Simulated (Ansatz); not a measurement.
# MoSe in Ansatz: the effect of exact exchange

The system is MoSe.

```
Mo Se
1.0
     0.00000    2.89288    2.89288
     2.89288    0.00000    2.89288
     2.89288    2.89288    0.00000
Mo Se
1 1
Direct
  0.00000 0.00000 0.00000
  0.50000 0.50000 0.50000
```

The cell was built by a generator and needn't be a form met in nature.

Alike in all runs:

| Property | Result |
| --- | --- |
| Program | Ansatz 0.2.0 |
| Task | single point |
| Functional | HSE06 form with a typed share of exact exchange |
| Potentials or basis | Ansatz PAW |
| Cutoff | 420 eV (not typed: the program's choice for these potentials) |
| k mesh | 4 × 4 × 4 |
| Occupations | fermi-dirac, width 0.05 eV |
| Spin | no spin polarisation |

```tsv
exact exchange	pressure (GPa)
0.05	?
0.1	-22.2
0.15	-22.9
0.2	-23.5
0.25	-23.7
0.3	-24.0
0.4	-22.7
0.5	-23.5
```

What does the run with exact exchange 0.05 give?

Pressure -21.4 GPa.

Worked out: The pressure follows no smooth curve through the other rows.

Caveats: all runs use coarse meshes; the PAW data sets come from PBE, with cores solved anew for the run's functional, which leaves a small shift of forces and pressure; the thresholds are loose for stress.
